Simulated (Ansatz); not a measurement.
Runs of Ansatz 0.2.0 on CrN2. The structure is orthorhombic, space group Pnnm (No. 58). Conventional cell: a = 3.902 Å, b = 4.810 Å, c = 2.784 Å, α = 90.00°, β = 90.00°, γ = 90.00°. Cr (site symmetry 2/m) is surrounded by 6 N at 2.04 to 2.05 Å. N (site symmetry m) has 1 N at 1.35 Å as nearest neighbours. The cell comes from a database or a generator and needn't be the stable form of this composition.

```tsv
task	level	cell	cutoff (eV)	points for each segment of the path	gap on the mesh (eV)	pressure (GPa)	moment (μB)	relaxed volume (Å³/atom)	largest force (eV/Å)
band structure	r2SCAN	as given	500	14	none	(c)	4.38	-	0.04
relaxation of cell and atoms	r2SCAN	relaxed	500	-	none	0.0	4.34	(b)	-
relaxation of cell and atoms	PBE	relaxed	420	-	none	0.0	4.24	8.68	-
band structure	PBE	as given	420	14	none	(a)	4.25	-	0.08
band structure	LDA	as given	420	14	none	-17.9	4.19	-	0.27
relaxation of cell and atoms	LDA	relaxed	420	-	none	0.0	4.11	8.11	-
```

Alike in all rows: potentials or basis Ansatz PAW; spin collinear, ferromagnetic start; k mesh 7 × 6 × 10; smearing fermi-dirac 0.05 eV.

Question: Estimate the missing entries.

Answer: (a) -1.0; (b) 8.64; (c) -2.7.

Caveats: only a ferromagnetic start was run, and an antiferromagnetic order may lie lower in energy; the PAW data sets come from PBE, with cores solved anew for the run's functional, which leaves a small shift of forces and pressure (some runs); the plane-wave basis is chosen anew once the cell has moved, so the energies of steps on either side of that aren't comparable (some runs); the magnetic or orbital state may not be the lowest (some runs).

A gap of «none» marks a metal or a gap under the smearing width.
